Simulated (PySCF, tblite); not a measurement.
# C4H10F2GeS: geometry, infrared bands and NMR shifts

What infrared bands and NMR shifts should C4H10F2GeS (`CCS[CH2][GeH2][CH](F)F`) show?

Programs: tblite 0.8.0 and PySCF 2.14.0, with density-fitted response routines of our own. Each step states its level of theory. These are calculated values for one molecule in the gas phase, unless marked as measured. Atoms are numbered from 0 throughout.

### Step 1. The molecule as given

18 atoms, charge 0, multiplicity 1; geometry from: force field or distance geometry start.

Bonds of the start (Å): C0–C1 1.52, C1–S2 1.80, S2–C3 1.84, C3–Ge4 1.96, Ge4–C5 1.94, C5–F6 1.39, C5–F7 1.39, C0–H8 1.12, C0–H9 1.12, C0–H10 1.11, C1–H11 1.10, C1–H12 1.11, C3–H13 1.10, C3–H14 1.09, Ge4–H15 1.56, Ge4–H16 1.55, C5–H17 1.12.

### Step 2. Optimising the geometry with GFN2-xTB

The job: settings as JSON, then the geometry in Å.

```
{"job": {"kind": "relax", "xc": "GFN2-xTB", "basis": "xTB"}, "charge": 0, "multiplicity": 1}
C      3.410500    -0.573300    -0.151800
C      2.094200    -0.032900    -0.682900
S      0.972000     0.482000     0.630100
C     -0.537100     1.086000    -0.233900
Ge    -1.695100    -0.488700    -0.372000
C     -3.547000     0.082100    -0.305000
F     -4.055900     0.244900    -1.589300
F     -3.564500     1.311500     0.333200
H      3.976500    -0.977600    -1.024900
H      3.260400    -1.435100     0.549200
H      3.998500     0.208700     0.363400
H      2.314000     0.857300    -1.284100
H      1.566400    -0.752000    -1.340400
H     -1.057600     1.848300     0.367700
H     -0.292100     1.413200    -1.244100
H     -1.389400    -1.355700     0.883200
H     -1.346600    -1.207300    -1.697600
H     -4.116100    -0.704900     0.258000
```

Run with:

```console
> OMP_NUM_THREADS=1 python probes_run.py task.json out
```

This one command runs all jobs of the session in turn.

**Question.** This job is followed by: GFN2-xTB harmonic vibrations, gas phase; GIAO PBE0/pcSseg-1 NMR shielding, non-relativistic, gas phase. What will the session give for the following? strongest single infrared mode (GFN2-xTB); zero-point energy (GFN2-xTB); 13C shifts against TMS (PBE0/pcSseg-1); 1H shifts against TMS (PBE0/pcSseg-1, means over atoms taken as alike); 33S shifts against CS2 (PBE0/pcSseg-1); 73Ge shifts against GeMe4 (PBE0/pcSseg-1); 19F shifts against CFCl3 (PBE0/pcSseg-1, means over atoms taken as alike); surface potential, 1st and 99th percentile.

The runs gave:

```
                                                                 quantity                             value
                                strongest single infrared mode (GFN2-xTB)             2037 cm⁻¹, 381 km/mol
                                             zero-point energy (GFN2-xTB)                     79.9 kcal/mol
                                   13C shifts against TMS (PBE0/pcSseg-1)       129.0, 36.9, 17.7, 14.4 ppm
   1H shifts against TMS (PBE0/pcSseg-1, means over atoms taken as alike)  6.63, 4.21, 2.59, 2.49, 1.31 ppm
                                   33S shifts against CS2 (PBE0/pcSseg-1)                           -22 ppm
                                73Ge shifts against GeMe4 (PBE0/pcSseg-1)                          -155 ppm
19F shifts against CFCl3 (PBE0/pcSseg-1, means over atoms taken as alike)                        -144.7 ppm
                                    surface potential, 1st and 99th percentile                -0.99 V and 1.28 V
```

**Reading.** Over 136 steps the energy fell by 0.545 eV; of the close pairs, Ge4–C5 changed most, 1.939 to 2.010 Å. The lowest mode is slightly imaginary (10i cm⁻¹), a soft motion within the noise of the Hessian, so the minimum is not strictly shown. The strongest single mode, at 2037 cm⁻¹, moves mainly H15. Unscaled tight-binding wavenumbers are off by several per cent, some by more. Its intensities can rank the bands wrongly. The most deshielded hydrogen is H17 (hydrogen on an sp3 CH bonded to 2 F and Ge), at 6.63 ppm: its carbon carries F, hence the downfield position. At PBE0/pcSseg-1: The widest tensor belongs to S2: span 349 ppm, with a paramagnetic part of -532 ppm. Spin-orbit coupling is left out, which matters for shieldings and couplings at and beside the heavy atoms.
